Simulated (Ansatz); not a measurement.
# H5NSiTe: small, medium and large basis sets

One table from this session's results is given with a row withheld; the runs are named, their logs left out.

The runs use Ansatz 0.2.0, Gaussian basis; one geometry, several basis sets.

Plan: PBE0-D4/def2-SVP; ωB97M-V/def2-SVP; PBE0-D4/def2-QZVPP; ωB97M-V/def2-QZVPP; the functionals' def2-TZVPP values are taken from earlier runs.

### Structure used throughout

An earlier PBE0-D4 in a triple-zeta def2 set relaxation fixed the geometry. Te takes the def2 core potential; no spin-orbit term is included.

SMILES `N[SiH2][TeH]`, 8 atoms, charge 0, spin multiplicity 1.

Atoms are counted from 1 here; the program's logs count them from 0.

Bond lengths: N1–Si2 1.714 Å, N1–H4 1.008 Å, N1–H5 1.008 Å, Si2–Te3 2.513 Å, Si2–H6 1.482 Å, Si2–H7 1.483 Å, Te3–H8 1.658 Å. Angles: Si2–N1–H4 119.5°, Si2–N1–H5 118.5°, H4–N1–H5 110.5°, N1–Si2–Te3 118.0°, N1–Si2–H6 106.5°, N1–Si2–H7 109.5°, Te3–Si2–H6 108.8°, Te3–Si2–H7 102.2°, H6–Si2–H7 112.0°, Si2–Te3–H8 91.9°.

The first run:

in.yaml reads:

```yaml
crystal:
  periodic: [false, false, false]
  atoms:
    - {symbol: N, position_ang: [-0.836466, 0.566601, -0.961836]}
    - {symbol: Si, position_ang: [0.563089, 0.395311, 0.012216]}
    - {symbol: Te, position_ang: [1.087675, -1.884216, 0.930705]}
    - {symbol: H, position_ang: [-0.930084, 0.010484, -1.797867]}
    - {symbol: H, position_ang: [-1.729907, 0.671998, -0.506765]}
    - {symbol: H, position_ang: [0.408158, 1.341039, 1.142493]}
    - {symbol: H, position_ang: [1.769369, 0.690958, -0.798739]}
    - {symbol: H, position_ang: [-0.239634, -1.849275, 1.923996]}
basis:
  gaussian: {orbitals: def2-SVP}
hamiltonian: {xc: pbe0, dispersion: d4}
output: {orbitals: {seedname: orbitals}}
```

Launch:

```console
> ansatz run in.yaml --threads 2 --pin off --events-out ev --progress --plain --max-ram 4352MiB
```

Steps of the session up to this table: PBE0-D4 in def2-SVP; ωB97M-V in def2-SVP; PBE0-D4 in def2-QZVPP; ωB97M-V in def2-QZVPP.

One of the session's tables, all rows but one given; the rest of the session is left out.

It belongs to the step «Functionals by basis». 

| functional | basis | HOMO (eV) | LUMO (eV) |
| --- | --- | --- | --- |
| PBE0-D4 | def2-SVP | -6.23 | -0.18 |
| PBE0-D4 | def2-TZVPP | -6.35 | -0.40 |
| PBE0-D4 | def2-QZVPP | -6.38 | -0.50 |
| ωB97M-V | def2-SVP | -8.28 | 1.79 |
| ωB97M-V | def2-TZVPP | ? | ? |
| ωB97M-V | def2-QZVPP | -8.46 | 1.15 |

**Question.** Estimate the row for ωB97M-V, def2-TZVPP.

**Answer.** HOMO (eV): -8.43; LUMO (eV): 1.41. In the column «HOMO (eV)» it lies between ωB97M-V, def2-QZVPP (-8.46) and ωB97M-V, def2-SVP (-8.28).
